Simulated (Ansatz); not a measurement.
Task: a single point from a YAML input of RbNa₂AlF₆, space group Fm-3m, with Ansatz 0.2.0, Python API. Give the script and its output. Level of theory: LDA, PAW, cutoff 490 eV, 4×4×4 k-points, fixed occupations.

```
CELL_PARAMETERS angstrom
0.00000 4.33936 4.33936
4.33936 0.00000 4.33936
4.33936 4.33936 0.00000
ATOMIC_POSITIONS crystal
Rb 0.50000 0.50000 0.50000
Na 0.75000 0.75000 0.75000
Na 0.25000 0.25000 0.25000
Al 0.00000 0.00000 0.00000
F 0.79264 0.20736 0.20736
F 0.20736 0.20736 0.79264
F 0.20736 0.79264 0.79264
F 0.20736 0.79264 0.20736
F 0.79264 0.20736 0.79264
F 0.79264 0.79264 0.20736
```

`run_yaml_run.py`
```python
"""Run a YAML input for RbNa2AlF6 from Python."""

import ansatz
import numpy as np

INPUT = """
crystal:
  lattice:
    - [0.0, 4.339362, 4.339362]
    - [4.339362, 0.0, 4.339362]
    - [4.339362, 4.339362, 0.0]
  atoms:
    - { symbol: Rb, position: [0.5, 0.5, 0.5] }
    - { symbol: Na, position: [0.75, 0.75, 0.75] }
    - { symbol: Na, position: [0.25, 0.25, 0.25] }
    - { symbol: Al, position: [0.0, 0.0, 0.0] }
    - { symbol: F, position: [0.792644, 0.207356, 0.207356] }
    - { symbol: F, position: [0.207356, 0.207356, 0.792644] }
    - { symbol: F, position: [0.207356, 0.792644, 0.792644] }
    - { symbol: F, position: [0.207356, 0.792644, 0.207356] }
    - { symbol: F, position: [0.792644, 0.207356, 0.792644] }
    - { symbol: F, position: [0.792644, 0.792644, 0.207356] }
kpoints:
  mp_grid: { kspacing: 0.4 }
hamiltonian:
  xc: lda
scf:
  occupations: { method: fixed }
basis:
  ecutwfc: "18 Ha"
output:
  forces: true
  stress: true
  eigenvalues: true
"""


def main() -> None:
    out = ansatz.Session.from_yaml(INPUT).plan(threads=1).execute()
    summary = out.report

    n_atoms = len(summary["lattice"]["sites"])
    print("F =", round(summary["free_energy_ev"], 4), "eV for", n_atoms, "atoms")
    print("E(sigma -> 0) =", round(summary["energy_sigma0_ev"], 4), "eV, TS =", round(summary["entropy_ts_ev"], 5), "eV")
    print("closed by", summary["closed_by"], "after", summary["n_iterations"], "iterations")

    print("band  energy (eV)  occupation, at k =", summary["kpoints_frac"][0])
    for band, (e, occ) in enumerate(zip(summary["eigenvalues_ev"][0], summary["occupations"][0]), start=1):
        print(f"{band:4d} {e:12.4f} {occ:9.4f}")

    # pressure is a third of the trace
    print("pressure by term (GPa)")
    for term, tensor in summary["stress_terms_gpa"].items():
        if np.any(tensor):
            print(f"  {term:28s} {np.trace(np.array(tensor)) / 3:12.3f}")
    print(f"  {'total':28s} {np.trace(np.array(summary['stress_gpa'])) / 3:12.3f}")

    used = summary["setup"]
    print("cutoffs (eV):", used["ecut_ev"], used["ecutrho_ev"], " FFT grid:", used["fft_dense"])
    print("cell volume {:.3f} A^3, {} symmetry operations".format(used["cell_volume_ang3"], used["n_sym_ops"]))

    print("doubts on the final state:", summary["published_state_doubts"] or "none")
    print("warnings:", sorted({n["data"]["kind"] for n in out.notices if n["data"].get("severity") in ("warning", "doubt")}) or "none")


if __name__ == "__main__":
    main()
```

```console
$ python run_yaml_run.py
F = -11392.1535 eV for 10 atoms
E(sigma -> 0) = -11392.1535 eV, TS = 0.0 eV
closed by deck_thresholds after 7 iterations
band  energy (eV)  occupation, at k = [0.0, 0.0, 0.0]
   1     -48.7245    2.0000
   2     -48.7244    2.0000
   3     -21.8429    2.0000
   4     -21.2073    2.0000
   5     -21.2073    2.0000
   6     -21.2073    2.0000
   7     -21.2048    2.0000
   8     -21.2048    2.0000
   9     -21.2048    2.0000
  10     -19.9181    2.0000
  11     -19.3404    2.0000
  12     -19.3404    2.0000
  13     -19.3404    2.0000
  14     -19.0394    2.0000
  15     -19.0394    2.0000
  16      -6.2727    2.0000
  17      -6.2727    2.0000
  18      -6.2727    2.0000
  19      -3.9683    2.0000
  20      -2.1128    2.0000
  21      -2.1128    2.0000
  22      -2.1128    2.0000
  23      -2.0821    2.0000
  24      -2.0821    2.0000
  25      -2.0821    2.0000
  26      -1.3932    2.0000
  27      -1.3932    2.0000
  28      -0.5812    2.0000
  29      -0.5812    2.0000
  30      -0.5812    2.0000
  31      -0.4780    2.0000
  32      -0.4780    2.0000
  33      -0.4780    2.0000
  34       0.0887    2.0000
  35       0.0887    2.0000
  36       0.0887    2.0000
  37       4.8535    0.0000
  38       8.3207    0.0000
  39       9.3325    0.0000
  40       9.3325    0.0000
  41       9.3325    0.0000
  42      11.3919    0.0000
  43      11.3919    0.0000
  44      12.2616    0.0000
  45      12.2616    0.0000
pressure by term (GPa)
  kinetic                          1109.306
  hartree                           825.906
  ewald                           -1360.422
  local_pseudopotential            -478.558
  nonlocal_pseudopotential         -144.669
  augmentation                      257.345
  nlcc                              -55.244
  xc                               -155.804
  augmentation_tail                  -0.042
  scf_correction                     -0.001
  pulay_correction                    0.012
  total                              -2.171
cutoffs (eV): 489.804952427784 1959.219809711136  FFT grid: [45, 45, 45]
cell volume 163.421 A^3, 48 symmetry operations
doubts on the final state: none
warnings: none
```

Caveats:
- Total energies depend on the potentials; only differences at equal settings carry meaning. A total without «per atom» is that of the cell as typed.
- Pressure is positive in compression.
- This cell is a computed structure, which may not be the phase found in nature.
- Gaps and levels are Kohn-Sham values on a finite set of k-points, without spin-orbit coupling.
- Wall time of the script: 3.1 s on 1 thread of Intel(R) Xeon(R) Platinum 8488C (Sapphire Rapids), on a shared host, peak memory 0.48 GiB.

(Lines on the test bed's own set-up are left out of the output.)
